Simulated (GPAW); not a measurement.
# CH4BNO (SMILES [H]/N=C/BO) at revPBE/real-space grid (scalar-relativistic datasets)

Aim: ionisation energies of CH4BNO. Input form: an ASE script.

The calculation is run with GPAW 26.7.0.

5 further runs of the same task are left out: 1 that didn't finish, 4 set aside as unsound or not needed. Runs told in other sessions of the task aren't counted.

### Step 1. The structure to begin with

CH4BNO has 8 atoms, charge 0, and is taken as a singlet. SMILES: `[H]/N=C/BO`. Geometry: relaxed at GFN2-xTB. This is one conformer, not always the lowest.

Bond lengths: N1–C2 1.265 Å, C2–B3 1.595 Å, B3–O4 1.322 Å, N1–H5 1.021 Å, C2–H6 1.101 Å, B3–H7 1.170 Å, O4–H8 0.965 Å. Angles: N1–C2–B3 116.8°, C2–B3–O4 117.8°, N1–C2–H6 122.4°, B3–C2–H6 120.8°, C2–N1–H5 116.5°, C2–B3–H7 123.3°, O4–B3–H7 118.9°, B3–O4–H8 112.7°.

### Step 2. Ionisation energies at revPBE/real-space grid (scalar-relativistic datasets)

The input, molecule_ipea.py:

```python
from ase import Atoms
from gpaw import GPAW

mol = Atoms(['N', 'C', 'B', 'O', 'H', 'H', 'H', 'H'],
    positions=[[ -0.951680,   0.790230,  -0.607410],
               [  0.069450,   0.732100,   0.136730],
               [  0.677210,  -0.716530,   0.413600],
               [  0.079610,  -1.753700,  -0.146540],
               [ -1.336870,   1.719340,  -0.781300],
               [  0.527640,   1.630150,   0.579770],
               [  1.618820,  -0.900910,   1.083880],
               [ -0.684190,  -1.500680,  -0.678720]])
mol.center(vacuum=4.5)

energies = {}
for name, charge, unpaired in [('neutral', 0, 0), ('oxidised', 1, 1)]:
    mol.set_initial_magnetic_moments([unpaired / len(mol)] * len(mol))
    calc = GPAW(mode='fd',
                h=0.25,
                occupations={'name': 'fermi-dirac', 'width': 0.0, 'fixmagmom': unpaired > 0},
                xc='revPBE',
                symmetry='off',
                charge=charge,
                maxiter=100,
                txt=f'{name}.txt')
    mol.calc = calc
    energies[name] = mol.get_potential_energy()
    print(f'{name:10} {energies[name]:12.5f} eV')

ip = energies['oxidised'] - energies['neutral']
print(f'Vertical IP: {ip:.3f} eV')
```

On the command line:

```sh
$ python molecule_ipea.py
```

What it wrote:

```text
neutral       -44.77225 eV
oxidised      -34.97042 eV
Vertical IP: 9.802 eV
```

neutral.txt, cut to the lines that bear on the results:

```text
[...]
occupation numbers:
  # Zero width
[...]
xc functional:
  name: revPBE with 2 nearest neighbor stencil
[...]
|iter     |     time |      energy | eigst |  dens |
[...]
|iter:   1| 00:00:02 |  -49.074070 | +1.15 |       |
[...]
|iter:  14| 00:00:15 |  -44.772250c| -7.45c| -5.66c|
Converged in 14 steps
[...]
Energy contributions relative to reference atoms: (reference = -5275.797247)
Energy contributions:
  Kinetic:          55.922434
  Coulomb:         -62.601277
  Zero:              3.245979
  External:          0.000000
  Xc:              -41.339386
  Entropy:           0.000000
  Spinorbit:         0.000000
  ----------------------------
  Free energy:     -44.772250
  Extrapolated:    -44.772250
dipole moment: (-0.066409, 0.410400, -0.000204)  # |e|*Ang
Fermi level: -4.521
Eigenvalues  # (at kpt = [0.000, 0.000, 0.000])
| band index |      eig [eV] | occ [0-2] |
|------------|---------------|-----------|
|          0 |       -25.878 |     2.000 |
|        ... |               |           |
|          3 |       -13.992 |     2.000 |
|          4 |       -12.603 |     2.000 |
|          5 |       -10.989 |     2.000 |
[... 11 lines of this table left out ...]
|         17 |         1.408 |     0.000 |
Gap: 3.369 eV
Transition (v -> c):
  (s=0, k=0, n=10, [0.00, 0.00, 0.00]) -> (s=0, k=0, n=11, [0.00, 0.00, 0.00])
No difference between direct/indirect transitions
vacuum-level: 0.000  # V
```

oxidised.txt, cut to the lines that bear on the results:

```text
[...]
|iter     |     time |      energy | eigst |  dens |  magmom |
[...]
|iter:   1| 00:00:04 |  -40.814399 | +1.19 |       |  +0.9967|
[...]
|iter:  16| 00:00:34 |  -34.970422c| -7.71c| -5.28c|  +1.0000|
Converged in 16 steps
[...]
Energy contributions relative to reference atoms: (reference = -5275.797247)
Energy contributions:
  Kinetic:          45.206931
  Coulomb:         -51.373474
  Zero:              3.176014
  External:          0.000000
  Xc:              -31.979894
  Entropy:           0.000000
  Spinorbit:         0.000000
  ----------------------------
  Free energy:     -34.970422
  Extrapolated:    -34.970422
dipole moment: (5.614697, 6.872201, 5.189600)  # |e|*Ang
Total magnetic moment: (0.000000, 0.000000, 1.000000)
Local magnetic moments
|        x |        y |        z |
|----------|----------|----------|
| 0.000000 | 0.000000 | 0.197004 |  # N    0
| 0.000000 | 0.000000 | 0.055653 |  # C    1
| 0.000000 | 0.000000 | 0.039509 |  # B    2
[... 4 lines of this table left out ...]
| 0.000000 | 0.000000 | 0.006155 |  # H    7
Fermi levels: -11.703, -13.798
Eigenvalues  # (at kpt = [0.000, 0.000, 0.000])
| band index |      eig [eV] | occ [0-1] |      eig [eV] | occ [0-1] |
|------------|---------------|-----------|---------------|-----------|
|          0 |       -32.353 |     1.000 |       -32.267 |     1.000 |
|        ... |               |           |               |           |
|          3 |       -20.596 |     1.000 |       -20.347 |     1.000 |
|          4 |       -20.324 |     1.000 |       -19.986 |     1.000 |
|          5 |       -18.601 |     1.000 |       -18.124 |     1.000 |
[... 11 lines of this table left out ...]
|         17 |        -2.914 |     0.000 |        -2.834 |     0.000 |
Gap: 3.274 eV
Transition (v -> c):
[...]
timing:  # [seconds]
  Total: 33.501  # ━━━━━━━━━━━━━━━━━━━━━━━━━━━━━━━━━━━━━━━━━━━━━━━━━━━━━━━━━━
  Init:   2.123  # ━━━╸
  SCF:   31.326  # ━━━━━━━━━━━━━━━━━━━━━━━━━━━━━━━━━━━━━━━━━━━━━━━━━━━━━━
Max RSS: 583.445  # MiB
```

It took 50 s on 1 thread of Intel Xeon Platinum 8259CL at 2.50GHz (Skylake/Cascade Lake), shared host; peak memory 0.57 GiB.

### Step 3. What came out

At revPBE/real-space grid (scalar-relativistic datasets):

```
               quantity    value
first ionisation energy  9.80 eV
```
